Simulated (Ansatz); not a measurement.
# Ag+ with SiH4O4: superposition error and deformation, part 1 of 2

Aim: split the binding of a pair into the counterpoise interaction, the basis-set superposition error and the cost of deforming the fragments.

The runs use Ansatz 0.2.0, Gaussian basis; PBE0-D4 structures, single points in def2-TZVPPD.

Levels: PBE-D4, revPBE-D4, BLYP-D4, r2SCAN-D4, B97M-V, PBE0-D4, B3LYP-D4, HSE06-D4, wB97X-V, wB97M-V, B2PLYP, Hartree-Fock, MP2, CCSD, CCSD(T).

Correlated methods freeze the cores. Filled d shells of the heavier atoms are correlated. Core potentials replace the inner electrons past krypton, and spin-orbit coupling is left out. B3LYP uses VWN-RPA correlation. B2PLYP carries no dispersion term here.

75 further runs of the same task are left out: 75 set aside as unsound or not needed.

### 1 Starting geometry

The relaxed pair: 10 atoms, charge 1, spin multiplicity 1.

Atoms are counted from 1 here; the program's logs count them from 0.

Bond lengths: Ag1–O2 2.367 Å, Ag1–O4 2.367 Å, O2–Si3 1.660 Å, O2–H7 0.961 Å, Si3–O4 1.660 Å, Si3–O5 1.603 Å, Si3–O6 1.603 Å, O4–H8 0.961 Å, O5–H9 0.960 Å, O6–H10 0.958 Å. Angles: O2–Ag1–O4 61.5°, Ag1–O2–Si3 101.8°, Ag1–O2–H7 134.0°, Si3–O2–H7 120.4°, O2–Si3–O4 93.7°, O2–Si3–O5 111.4°, O2–Si3–O6 115.1°, O4–Si3–O5 111.5°, O4–Si3–O6 115.0°, O5–Si3–O6 109.5°, Ag1–O4–Si3 101.8°, Ag1–O4–H8 134.1°, Si3–O4–H8 120.4°, Si3–O5–H9 121.3°, Si3–O6–H10 124.2°.

Geometry (Å):

| atom | x (Å) | y (Å) | z (Å) |
| --- | --- | --- | --- |
| Ag1 | -0.9516 | -1.8991 | -1.9470 |
| O2 | -0.9143 | -1.1315 | 0.2916 |
| Si3 | 0.1291 | 0.1551 | 0.1911 |
| O4 | 0.1698 | 0.1293 | -1.4677 |
| O5 | 1.5600 | -0.2021 | 0.8187 |
| O6 | -0.4113 | 1.5204 | 0.8352 |
| H7 | -1.1014 | -1.5405 | 1.1406 |
| H8 | 0.7972 | 0.6761 | -1.9478 |
| H9 | 1.9713 | 0.3638 | 1.4756 |
| H10 | -1.2486 | 1.9286 | 0.6096 |

Atoms 1 to 1 are fragment A (Ag+), the rest fragment B (SiH4O4). From earlier runs, pair energy (eV) and counterpoise interaction (kJ/mol):

| method | E(pair) | interaction |
| --- | --- | --- |
| PBE-D4 | -20122.08063 | -211.13 |
| revPBE-D4 | -20131.88991 | -196.24 |
| BLYP-D4 | -20132.57835 | -210.00 |
| r2SCAN-D4 | -20131.30314 | -218.43 |
| B97M-V | -20129.76139 | -210.22 |
| PBE0-D4 | -20122.56684 | -201.40 |
| B3LYP-D4 | -20136.82239 | -204.68 |
| HSE06-D4 | -20121.99868 | -200.70 |
| wB97X-V | -20129.87343 | -197.10 |
| wB97M-V | -20130.28097 | -197.63 |
| B2PLYP | -20124.08329 | -191.47 |
| MP2 | -20102.50508 | -188.73 |
| CCSD(T) | -20103.52562 | -184.32 |

First each fragment is run alone in its own basis, frozen in the shape it has in the pair (a, b).

### 2 wB97X-V/def2-TZVPPD

File a/in.yaml:

```yaml
crystal:
  periodic: [false, false, false]
  atoms:
    - {symbol: Ag, position_ang: [-0.951587, -1.899123, -1.947021]}
basis:
  gaussian: {orbitals: "def2-TZVPPD.json"}
total_charge: 1
hamiltonian: {xc: {name: wB97X-V}}
```

File b/in.yaml:

```yaml
crystal:
  periodic: [false, false, false]
  atoms:
    - {symbol: O, position_ang: [-0.914294, -1.131465, 0.291593]}
    - {symbol: Si, position_ang: [0.129056, 0.155139, 0.191089]}
    - {symbol: O, position_ang: [0.169826, 0.129268, -1.467737]}
    - {symbol: O, position_ang: [1.559998, -0.202138, 0.818667]}
    - {symbol: O, position_ang: [-0.411329, 1.520427, 0.835217]}
    - {symbol: H, position_ang: [-1.101422, -1.540530, 1.140608]}
    - {symbol: H, position_ang: [0.797227, 0.676131, -1.947792]}
    - {symbol: H, position_ang: [1.971253, 0.363797, 1.475567]}
    - {symbol: H, position_ang: [-1.248628, 1.928593, 0.609608]}
basis:
  gaussian: {orbitals: "def2-TZVPPD.json"}
hamiltonian: {xc: {name: wB97X-V}}
```

The basis file named in the input lies beside it (Basis Set Exchange, JSON).

One command serves all of them, each in its own folder.

The run is started by

```sh
$ ansatz run in.yaml --threads 2 --pin off --events-out ev --progress --plain --max-ram 22528MiB --backend cpu
```

a printed:

```text
Functional definition: wB97X-V
  name "wB97X-V"
  cite "Mardirossian & Head-Gordon, Phys. Chem. Chem. Phys. 16, 9904 (2014) doi:10.1039/C3CP54374A"
  cite "Becke, J. Chem. Phys. 107, 8554 (1997) doi:10.1063/1.475007"
  cite "Vydrov & Van Voorhis, J. Chem. Phys. 133, 244103 (2010) doi:10.1063/1.3521275"
  parameter omega = 0.3/bohr
  parameter cx = 0.167
  parameter cx1 = 0.603
  parameter cx2 = 1.194
  parameter css0 = 0.556
  parameter css1 = -0.257
  parameter cos0 = 1.219
  parameter cos1 = -1.850
  parameter b = 6.0
  parameter c = 0.01
  exchange = spin_sum(e_x_unif_sr(omega)*poly(b97_u_x, 1 - cx, cx1, cx2)) + cx*exact_x_sr(omega) + exact_x_lr(omega)
  correlation = spin_sum(e_c_pw_same_spin*poly(b97_u_same, css0, css1))
      + integral(e_c_pw_opposite_spin*poly(b97_u_opposite, cos0, cos1)) + vv10(b, c)
362 factors; their error is unknown
69 factors; integrals over basis functions are off by at most 2.3e-5 eV
mean field evaluation 1: about -3982.2798 eV, gradient 8.4e1 eV
mean field evaluation 2: about -3981.8097 eV, gradient 9.2e1 eV
mean field evaluation 4: about -3990.9912 eV, gradient 3.4e-1 eV
mean field evaluation 8: about -3991.0098 eV, gradient 1.8e-4 eV
mean field -3991.00975581 eV, -146.6669033224 hartree, gradient 1.9e-5 eV, S^2 0.000000; 0 other end points of the search recorded, 0 dependent functions left out
reference -3991.00975513 eV, -146.6669032973 hartree; 9, 9 occupied and 47, 47 virtual orbitals, 362 factors
Total energy: -3991.00975513 eV, -146.6669032973 hartree
```

Log of b (excerpt; [...] marks lines left out):

```text
[... 5 set-up lines as earlier in the session ...]
[...]
      + integral(e_c_pw_opposite_spin*poly(b97_u_opposite, cos0, cos1)) + vv10(b, c)
1287 factors; their error is unknown
382 factors; integrals over basis functions are off by at most 1.8e-5 eV
[...]
mean field -16136.81600553 eV, -593.0170502763 hartree, gradient 4.0e-5 eV, S^2 0.000000; 0 other end points of the search recorded, 0 dependent functions left out
reference -16136.81600254 eV, -593.0170501664 hartree; 25, 25 occupied and 251, 251 virtual orbitals, 1287 factors
Total energy: -16136.81600254 eV, -593.0170501664 hartree
```

They took 0.65 s (a), 9 s (b) on 2 threads of AMD EPYC 7R13, shared host.

### 3 wB97M-V/def2-TZVPPD

The same edit goes into each in.yaml of step 2 (a, b):

```diff
-hamiltonian: {xc: {name: wB97X-V}}
+hamiltonian: {xc: {name: wB97M-V}}
```

Each run has its own folder and the same command.

The run is started by

```sh
$ ansatz run in.yaml --threads 2 --pin off --events-out ev --progress --plain --max-ram 22528MiB --backend cpu
```

Log of a (excerpt; [...] marks lines left out):

```text
Functional definition: wB97M-V
  name "wB97M-V"
  cite "Mardirossian & Head-Gordon, J. Chem. Phys. 144, 214110 (2016) doi:10.1063/1.4952647"
[... 2 set-up lines as earlier in the session ...]
  # Of w^i u^j: cxij and so on, Table III.
[...]
  gx(w, u) = 1 - cx + cx01*u + cx10*w
  gss(w, u) = css00 + css04*u^4 + css10*w + css20*w^2 + css43*w^4*u^3
  gos(w, u) = cos00 + cos10*w + (cos20 + cos21*u)*w^2 + (cos60 + cos61*u)*w^6
[...]
      + integral(e_c_pw_mod_opposite_spin*gos(b97_w_opposite, b97_u_opposite)) + vv10(b, c)
357 factors; their error is unknown
69 factors; integrals over basis functions are off by at most 2.3e-5 eV
[...]
mean field -3990.02301799 eV, -146.6306413764 hartree, gradient 1.8e-5 eV, S^2 0.000000; 0 other end points of the search recorded, 0 dependent functions left out
reference -3990.02303441 eV, -146.6306419796 hartree; 9, 9 occupied and 47, 47 virtual orbitals, 357 factors
Total energy: -3990.02303441 eV, -146.6306419796 hartree
```

Log of b (excerpt; [...] marks lines left out):

```text
[... 5 set-up lines as earlier in the session ...]
  # Of w^i u^j: cxij and so on, Table III.
[...]
  gx(w, u) = 1 - cx + cx01*u + cx10*w
  gss(w, u) = css00 + css04*u^4 + css10*w + css20*w^2 + css43*w^4*u^3
  gos(w, u) = cos00 + cos10*w + (cos20 + cos21*u)*w^2 + (cos60 + cos61*u)*w^6
[...]
      + integral(e_c_pw_mod_opposite_spin*gos(b97_w_opposite, b97_u_opposite)) + vv10(b, c)
1282 factors; their error is unknown
382 factors; integrals over basis functions are off by at most 1.8e-5 eV
[...]
mean field -16138.20437602 eV, -593.0680719511 hartree, gradient 1.5e-5 eV, S^2 0.000000; 0 other end points of the search recorded, 0 dependent functions left out
reference -16138.20444936 eV, -593.0680746461 hartree; 25, 25 occupied and 251, 251 virtual orbitals, 1282 factors
Total energy: -16138.20444936 eV, -593.0680746461 hartree
```

Times: 0.85 s (a), 12 s (b) on 2 threads of AMD EPYC 7R13, shared host.

### 4 B2PLYP/def2-TZVPPD

The same edit goes into each in.yaml of step 3 (a, b):

```diff
-hamiltonian: {xc: {name: wB97M-V}}
+hamiltonian: {xc: {name: B2PLYP}}
```

The same command starts each run, in its folder.

The run is started by

```sh
$ ansatz run in.yaml --threads 2 --pin off --events-out ev --progress --plain --max-ram 22528MiB --backend cpu
```

a printed:

```text
Functional definition: B2PLYP
  name "B2PLYP"
  cite "Grimme, J. Chem. Phys. 124, 034108 (2006) doi:10.1063/1.2148954"
  cite "Becke, Phys. Rev. A 38, 3098 (1988) doi:10.1103/PhysRevA.38.3098"
  cite "Lee, Yang & Parr, Phys. Rev. B 37, 785 (1988) doi:10.1103/PhysRevB.37.785"
  parameter a = 0.53
  parameter c = 0.27
  exchange = (1 - a)*b88_x + a*exact_x
  correlation = (1 - c)*lyp_c + c*(mp2_os + mp2_ss)
395 factors; integrals over basis functions are off by at most 2.0e-4 eV
mean field evaluation 1: about -3975.9144 eV, gradient 8.2e1 eV
mean field evaluation 2: about -3975.9140 eV, gradient 8.2e1 eV
mean field evaluation 4: about -3984.2346 eV, gradient 8.3e-1 eV
mean field evaluation 8: about -3984.2332 eV, gradient 1.1e-2 eV
mean field -3984.23320043 eV, -146.4178695057 hartree, gradient 5.3e-6 eV, S^2 0.000000; 0 other end points of the search recorded, 0 dependent functions left out
reference -3984.23326793 eV, -146.4178719862 hartree; 9, 9 occupied and 47, 47 virtual orbitals, 395 factors
second order -18.96427897 eV of doubles, -0.00000000 eV of singles
Total energy: -3989.35362325 eV, -146.6060415735 hartree
```

b printed (excerpt; [...] marks lines left out):

```text
[... 5 set-up lines as earlier in the session ...]
[...]
1626 factors; integrals over basis functions are off by at most 1.1e-3 eV
[...]
mean field -16123.18460563 eV, -592.5161055699 hartree, gradient 5.8e-6 eV, S^2 0.000000; 0 other end points of the search recorded, 0 dependent functions left out
9 core orbitals not correlated: weight in the atoms' cores, before any rotation towards them, 1.000 or more for the frozen orbitals, at most 0.000 for the correlated occupied ones
reference -16123.18478941 eV, -592.5161123235 hartree; 16, 16 occupied and 251, 251 virtual orbitals, 1626 factors
second order -35.25203603 eV of doubles, -0.00000000 eV of singles
Total energy: -16132.70283913 eV, -592.8658941994 hartree
```

Wall times: 0.5 s (a), 9 s (b) on 2 threads of AMD EPYC 7R13, shared host; peak memory 0.89 GiB.

### 5 B97M-V/def2-TZVPPD

Each input of step 4 (a, b) changes in the same lines:

```diff
-hamiltonian: {xc: {name: B2PLYP}}
+hamiltonian: {xc: {name: B97M-V}}
```

The same command starts each run, in its folder.

The run is started by

```sh
$ ansatz run in.yaml --threads 2 --pin off --events-out ev --progress --plain --max-ram 22528MiB --backend cpu
```

Output in a (excerpt; [...] marks lines left out):

```text
Functional definition: B97M-V
  name "B97M-V"
  cite "Mardirossian & Head-Gordon, J. Chem. Phys. 142, 074111 (2015) doi:10.1063/1.4907719"
[... 2 set-up lines as earlier in the session ...]
  # Of w^i u^j: cxij and so on, Table III.
[...]
  gx(w, u) = cx00 + cx01*u + cx02*u^2 + (cx10 + cx11*u)*w
  gss(w, u) = css00 + css02*u^2 + css10*w + (css32*w^3 + css42*w^4)*u^2
  gos(w, u) = cos00 + cos01*u + cos03*u^3 + cos10*w + cos32*w^3*u^2
[...]
      + integral(e_c_pw_mod_opposite_spin*gos(b97_w_opposite, b97_u_opposite)) + vv10(b, c)
344 factors; their error is unknown
[...]
mean field -3991.21138221 eV, -146.6743129561 hartree, gradient 4.7e-6 eV, S^2 0.000000; 0 other end points of the search recorded, 0 dependent functions left out
reference -3991.21140216 eV, -146.6743136891 hartree; 9, 9 occupied and 47, 47 virtual orbitals, 344 factors
Total energy: -3991.21140216 eV, -146.6743136891 hartree
```

Log of b (excerpt; [...] marks lines left out):

```text
[... 5 set-up lines as earlier in the session ...]
  # Of w^i u^j: cxij and so on, Table III.
[...]
  gx(w, u) = cx00 + cx01*u + cx02*u^2 + (cx10 + cx11*u)*w
  gss(w, u) = css00 + css02*u^2 + css10*w + (css32*w^3 + css42*w^4)*u^2
  gos(w, u) = cos00 + cos01*u + cos03*u^3 + cos10*w + cos32*w^3*u^2
[...]
      + integral(e_c_pw_mod_opposite_spin*gos(b97_w_opposite, b97_u_opposite)) + vv10(b, c)
1277 factors; their error is unknown
[...]
mean field -16136.36627916 eV, -593.0005231373 hartree, gradient 1.7e-5 eV, S^2 0.000000; 0 other end points of the search recorded, 0 dependent functions left out
reference -16136.36636786 eV, -593.0005263969 hartree; 25, 25 occupied and 251, 251 virtual orbitals, 1277 factors
Total energy: -16136.36636786 eV, -593.0005263969 hartree
```

They took 0.75 s (a), 11 s (b) on 2 threads of AMD EPYC 7R13, shared host.

### 6 CCSD(T)/def2-TZVPPD

The same edit goes into each in.yaml of step 5 (a, b):

```diff
-hamiltonian: {xc: {name: B97M-V}}
+correlation: {method: ccsd_t}
```

The run is started by

```sh
$ ansatz run in.yaml --threads 2 --pin off --events-out ev --progress --plain --max-ram 22528MiB --backend cpu   # in a
$ ansatz run in.yaml --threads 2 --pin off --events-out ev --progress --plain --max-ram 22528MiB --backend cuda --devices 0, --max-vram 18GiB   # in b
```

Output in a (excerpt; [...] marks lines left out):

```text
Functional definition: HF
  name "HF"
  cite "Fock, Z. Phys. 61, 126 (1930) doi:10.1007/BF01340294"
  parent pbe
[...]
395 factors; integrals over basis functions are off by at most 2.0e-4 eV
[...]
mean field -3969.68647865 eV, -145.8832873401 hartree, gradient 2.5e-7 eV, S^2 0.000000; 0 other end points of the search recorded, 0 dependent functions left out
reference -3969.68647865 eV, -145.8832873401 hartree; 9, 9 occupied and 47, 47 virtual orbitals, 395 factors
second order -16.71325402 eV of doubles, -0.00000000 eV of singles
cycle   1  -15.76527861 eV  change    9.5e-1 eV  update   5.8e-2
[...]
cycle   6  -16.05026459 eV  change   -5.5e-6 eV  update   2.0e-5
perturbative correction -0.39627891 eV, -0.0145629813 hartree
Total energy: -3986.13302214 eV, -146.4876866657 hartree
```

b printed (excerpt; [...] marks lines left out):

```text
[... 4 set-up lines as earlier in the session ...]
[...]
1626 factors; integrals over basis functions are off by at most 1.1e-3 eV
[...]
mean field -16084.57767216 eV, -591.0973269336 hartree, gradient 3.1e-6 eV, S^2 0.000000; 0 other end points of the search recorded, 0 dependent functions left out
9 core orbitals not correlated: weight in the atoms' cores, before any rotation towards them, 1.000 or more for the frozen orbitals, at most 0.000 for the correlated occupied ones
reference -16084.57767216 eV, -591.0973269336 hartree; 16, 16 occupied and 251, 251 virtual orbitals, 1626 factors
second order -29.45747981 eV of doubles, -0.00000000 eV of singles
cycle   1  -29.03752303 eV  change    4.2e-1 eV  update   1.1e-1
[...]
cycle   9  -29.73303985 eV  change    6.4e-6 eV  update   1.2e-5
perturbative correction -1.04930391 eV, -0.0385612073 hartree
Total energy: -16115.36001592 eV, -592.2285572016 hartree
```

They took 0.45 s (a, 2 threads of AMD EPYC 7R13, shared host), 3.4 s (b, 1 × a share of an NVIDIA H100 with 2 threads of AMD EPYC 7R13, shared host); peak memory 0.85 GiB.

### 7 Relaxing SiH4O4 alone

File relax-b/in.yaml:

```yaml
crystal:
  periodic: [false, false, false]
  atoms:
    - {symbol: O, position_ang: [-0.914294, -1.131465, 0.291593]}
    - {symbol: Si, position_ang: [0.129056, 0.155139, 0.191089]}
    - {symbol: O, position_ang: [0.169826, 0.129268, -1.467737]}
    - {symbol: O, position_ang: [1.559998, -0.202138, 0.818667]}
    - {symbol: O, position_ang: [-0.411329, 1.520427, 0.835217]}
    - {symbol: H, position_ang: [-1.101422, -1.540530, 1.140608]}
    - {symbol: H, position_ang: [0.797227, 0.676131, -1.947792]}
    - {symbol: H, position_ang: [1.971253, 0.363797, 1.475567]}
    - {symbol: H, position_ang: [-1.248628, 1.928593, 0.609608]}
basis:
  gaussian: {orbitals: def2-TZVP}
hamiltonian: {xc: pbe0, dispersion: d4}
relax: {f_tol: 0.005, max_steps: 200}
```

The run is started by

```sh
$ ansatz run in.yaml --threads 2 --pin off --events-out ev --progress --plain --max-ram 22528MiB --backend cpu
```

The log of the run (excerpt; [...] marks lines left out):

```text
Functional definition: PBE0
  name "PBE0"
  cite "Adamo & Barone, J. Chem. Phys. 110, 6158 (1999) doi:10.1063/1.478522"
  cite "Perdew, Burke & Ernzerhof, Phys. Rev. Lett. 77, 3865 (1996) doi:10.1103/PhysRevLett.77.3865"
[... 1 set-up line as earlier in the session ...]
[...]
1048 factors; their error is unknown
[...]
mean field -16128.56505996 eV, -592.7138336193 hartree, gradient 6.6e-5 eV, S^2 0.000000; 0 other end points of the search recorded, 0 dependent functions left out
[...]
reference -16128.56508589 eV, -592.7138345724 hartree; 25, 25 occupied and 160, 160 virtual orbitals, 1048 factors
relax step   1: F+E_penalty+E_count = -16128.71178415 eV  Δ(F+E_penalty+E_count) = +0.000e0 eV  max|allowed force component| = 2.277e0 eV/Å  Δτ_max = 0.0000 Å  (26 SCF iters, accepted)
[...]
Total energy: -16128.89956093 eV, -592.7261263034 hartree
Atom 0 at    -0.969873    -1.125940     0.341136 Å, force     0.000270    -0.000177     0.000277 eV/Å
Atom 1 at     0.094545     0.083738     0.118324 Å, force     0.000435    -0.000921    -0.000140 eV/Å
Atom 2 at     0.166597     0.194525    -1.502950 Å, force     0.000441     0.000037     0.000040 eV/Å
Atom 3 at     1.550025    -0.237945     0.785537 Å, force    -0.000136    -0.000787    -0.000720 eV/Å
Atom 4 at    -0.366648     1.484866     0.836955 Å, force    -0.000840     0.001138     0.000241 eV/Å
Atom 5 at    -1.036346    -1.484483     1.226198 Å, force    -0.000152    -0.000077    -0.000178 eV/Å
Atom 6 at     0.867197     0.735309    -1.867672 Å, force    -0.000122    -0.000086    -0.000351 eV/Å
Atom 7 at     1.859474     0.398408     1.431434 Å, force    -0.000066     0.000529     0.000431 eV/Å
Atom 8 at    -1.213283     1.850743     0.577858 Å, force     0.000170     0.000344     0.000400 eV/Å
Dipole moment:     0.027936     0.387398     0.294370 e Å
```

It took 26 s on 2 threads of AMD EPYC 7R13, shared host.

Along the way:

| step | energy from step 1 (eV) | largest force component (eV/Å) |
| --- | --- | --- |
| 1 | 0.0000 | 2.2774 |
| 2 | -0.1069 | 1.4628 |
| 3 | -0.1711 | 0.5060 |
| 4 | -0.1777 | 0.3399 |
| 5 | -0.1869 | 0.0531 |
| 6 | -0.1874 | 0.0340 |
| 7 | -0.1877 | 0.0084 |
| 8 | -0.1878 | 0.0011 |

Distances of close pairs at the start and the end, largest changes first:

| bond | before (Å) | after (Å) | change (Å) |
| --- | --- | --- | --- |
| Si2–O5 | 1.603 | 1.641 | +0.037 |
| O1–Si2 | 1.660 | 1.627 | -0.033 |
| Si2–O3 | 1.660 | 1.627 | -0.033 |
| Si2–O4 | 1.603 | 1.633 | +0.030 |
| O1–H6 | 0.961 | 0.957 | -0.004 |
| O3–H7 | 0.961 | 0.957 | -0.004 |
| O4–H8 | 0.960 | 0.958 | -0.002 |
| O5–H9 | 0.958 | 0.958 | -0.000 |

### 8 PBE-D4/def2-TZVPPD

File free-b/in.yaml:

```yaml
crystal:
  periodic: [false, false, false]
  atoms:
    - {symbol: O, position_ang: [-0.969873, -1.125940, 0.341136]}
    - {symbol: Si, position_ang: [0.094545, 0.083738, 0.118324]}
    - {symbol: O, position_ang: [0.166597, 0.194525, -1.502950]}
    - {symbol: O, position_ang: [1.550025, -0.237945, 0.785537]}
    - {symbol: O, position_ang: [-0.366648, 1.484866, 0.836955]}
    - {symbol: H, position_ang: [-1.036346, -1.484483, 1.226198]}
    - {symbol: H, position_ang: [0.867197, 0.735309, -1.867672]}
    - {symbol: H, position_ang: [1.859474, 0.398408, 1.431434]}
    - {symbol: H, position_ang: [-1.213283, 1.850743, 0.577858]}
basis:
  gaussian: {orbitals: "def2-TZVPPD.json"}
hamiltonian: {xc: pbe, dispersion: d4}
```

The run is started by

```sh
$ ansatz run in.yaml --threads 2 --pin off --events-out ev --progress --plain --max-ram 22528MiB --backend cpu
```

The log of the run:

```text
Functional definition: PBE
  name "PBE"
[... 2 set-up lines as earlier in the session ...]
  parameter kappa = 0.804
  parameter beta = 0.06672455060314922
  exchange = pbe_x(kappa = kappa, mu = beta*pi^2/3)
  correlation = pbe_c(beta = beta)
1277 factors; their error is unknown
mean field evaluation 1: about -16107.6918 eV, gradient 1.2e2 eV
mean field evaluation 2: about -16034.4463 eV, gradient 2.2e2 eV
mean field evaluation 4: about -16128.0179 eV, gradient 1.2e1 eV
mean field evaluation 8: about -16128.2560 eV, gradient 1.6e-1 eV
mean field evaluation 16: about -16128.2390 eV, gradient 2.5e-4 eV
mean field -16128.23903085 eV, -592.7018522708 hartree, gradient 1.9e-5 eV, S^2 0.000000; 0 other end points of the search recorded, 0 dependent functions left out
reference -16128.23909199 eV, -592.7018545174 hartree; 25, 25 occupied and 251, 251 virtual orbitals, 1277 factors
Total energy: -16128.41573271 eV, -592.7083459441 hartree
```

It took 3.1 s on 2 threads of AMD EPYC 7R13, shared host.

### 9 r2SCAN-D4/def2-TZVPPD

Edit free-b/in.yaml of step 8 so:

```diff
@@ -14,2 +14,2 @@
   gaussian: {orbitals: "def2-TZVPPD.json"}
-hamiltonian: {xc: pbe, dispersion: d4}
+hamiltonian: {xc: r2scan, dispersion: d4}
```

The run is started by

```sh
$ ansatz run in.yaml --threads 2 --pin off --events-out ev --progress --plain --max-ram 22528MiB --backend cpu
```

The log of the run:

```text
Functional definition: r2SCAN
  name "r2SCAN"
  cite "Furness, Kaplan, Ning, Perdew & Sun, J. Phys. Chem. Lett. 11, 8208 (2020) doi:10.1021/acs.jpclett.0c02405"
  cite "Furness, Kaplan, Ning, Perdew & Sun, J. Phys. Chem. Lett. 11, 9248 (2020) doi:10.1021/acs.jpclett.0c03077"
  parent r2scan
  parameter k0 = 0.174
  parameter k1 = 0.065
  parameter a1 = 4.9479
  exchange = r2scan_x(k0 = k0, k1 = k1, a1 = a1)
  correlation = r2scan_c
1277 factors; their error is unknown
mean field evaluation 1: about -16119.1735 eV, gradient 1.1e2 eV
mean field evaluation 2: about -16083.5033 eV, gradient 1.7e2 eV
mean field evaluation 4: about -16136.4534 eV, gradient 6.7e0 eV
mean field evaluation 8: about -16136.5077 eV, gradient 3.2e-1 eV
mean field evaluation 16: about -16136.5078 eV, gradient 5.5e-5 eV
mean field -16136.50776099 eV, -593.0057224986 hartree, gradient 5.5e-5 eV, S^2 0.000000; 0 other end points of the search recorded, 0 dependent functions left out
reference -16136.50778284 eV, -593.0057233017 hartree; 25, 25 occupied and 251, 251 virtual orbitals, 1277 factors
Total energy: -16136.54943424 eV, -593.0072539624 hartree
```

Wall time 4.8 s (2 threads of AMD EPYC 7R13, shared host).

(Continued in part 2 of 2.)
